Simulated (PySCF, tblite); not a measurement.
# C6H8N2OS: geometry, infrared bands and NMR shifts

Aim: predict the infrared bands and NMR shifts of C6H8N2OS (`CCc1nnc(C(C)=O)s1`).

Programs: tblite 0.8.0 and PySCF 2.14.0, with density-fitted response routines of our own. Each step states its level of theory. These are calculated values for one molecule in the gas phase, unless marked as measured. Atoms are numbered from 0 throughout.

## 1. The molecule as given

18 atoms, charge 0, multiplicity 1; geometry from: force field or distance geometry start.

Bonds of the start (Å): C0–C1 1.51, C1–C2 1.51, C2–N3 1.30, N3–N4 1.37, N4–C5 1.33, C5–C6 1.46, C6–C7 1.52, C6–O8 1.23, C5–S9 1.71, S9–C2 1.71, C0–H10 1.09, C0–H11 1.11, C0–H12 1.09, C1–H13 1.10, C1–H14 1.08, C7–H15 1.08, C7–H16 1.09, C7–H17 1.09.

## 2. Relaxing the molecule with GFN2-xTB

Job settings and geometry (Å):

```
{"job": {"kind": "relax", "xc": "GFN2-xTB", "basis": "xTB"}, "charge": 0, "multiplicity": 1}
C     -3.122300     0.402800     0.990000
C     -2.564300    -0.718400     0.137600
C     -1.063200    -0.637800     0.052200
N     -0.232600    -1.127000     0.923000
N      1.083600    -0.905200     0.595400
C      1.183500    -0.238100    -0.546200
C      2.455200     0.143000    -1.142300
C      3.695300    -0.274900    -0.371600
O      2.575300     0.759900    -2.195400
S     -0.313900     0.155800    -1.269300
H     -2.719700     0.389400     2.003200
H     -4.222300     0.305600     1.068500
H     -2.912200     1.384800     0.561100
H     -2.824200    -1.684800     0.598600
H     -3.021100    -0.698600    -0.846300
H      4.579300     0.056300    -0.900100
H      3.726000    -1.365900    -0.287200
H      3.688800     0.172900     0.617100
```

Run with:

```bash
$ OMP_NUM_THREADS=1 python probes_run.py task.json out
```

One launch serves the whole session: the jobs run in the order shown.

**Question.** This job is followed by: GFN2-xTB harmonic vibrations, gas phase; GIAO PBE0/pcSseg-1 NMR shielding, non-relativistic, gas phase. What will the session give for the following? strongest single infrared mode (GFN2-xTB); zero-point energy (GFN2-xTB); ¹³C shifts against TMS (PBE0/pcSseg-1); ¹H shifts against TMS (PBE0/pcSseg-1, means over atoms taken as alike); ¹⁵N shifts against NH3 (PBE0/pcSseg-1); ¹⁷O shifts against H2O (PBE0/pcSseg-1); ³³S shifts against CS2 (PBE0/pcSseg-1); surface potential, 1st and 99th percentile.

The runs gave:

```
                                                              quantity                                      value
                             strongest single infrared mode (GFN2-xTB)                      1740 cm⁻¹, 261 km/mol
                                          zero-point energy (GFN2-xTB)                              83.9 kcal/mol
                                ¹³C shifts against TMS (PBE0/pcSseg-1)  196.3, 183.1, 175.0, 30.5, 29.2, 21.2 ppm
¹H shifts against TMS (PBE0/pcSseg-1, means over atoms taken as alike)                       3.27, 2.86, 1.42 ppm
                                ¹⁵N shifts against NH3 (PBE0/pcSseg-1)                           427.5, 399.6 ppm
                                ¹⁷O shifts against H2O (PBE0/pcSseg-1)                                  670.7 ppm
                                ³³S shifts against CS2 (PBE0/pcSseg-1)                                    293 ppm
                                 surface potential, 1st and 99th percentile                         -1.50 V and 1.15 V
```

Relaxing lowered the energy by 0.234 eV in 91 steps; the close pair that moved most is N3–N4, from 1.374 to 1.313 Å. All 48 modes are real, so the xTB geometry is a minimum. The strongest single mode, at 1740 cm⁻¹, moves mainly C6 and O8. GFN2-xTB is a fitted tight-binding method: band positions and strengths are rough. Its intensities can rank the bands wrongly. C6 (ketone carbonyl carbon) lies farthest downfield among carbon, at 196.3 ppm; low-lying n→π* states of the double bond to the heteroatom give a large paramagnetic term (-254 ppm). H13, H14 (mean) (hydrogen on an sp3 CH2 on an aromatic ring) lies farthest downfield among hydrogen, at 3.27 ppm; benzylic-type position, deshielded by the ring. At PBE0/pcSseg-1: The widest tensor belongs to O8: span 1236 ppm, with a paramagnetic part of -734 ppm. NICS(1)zz of -25 ppm above the planar ring from C2 marks a diatropic (aromatic) ring current. At PBE0/pcSseg-1, counted by nearest atom on the grid, the HOMO lies on O8 35 %; N3 30 %, the LUMO on C5, C6 about 16 % each; O8 16 %.
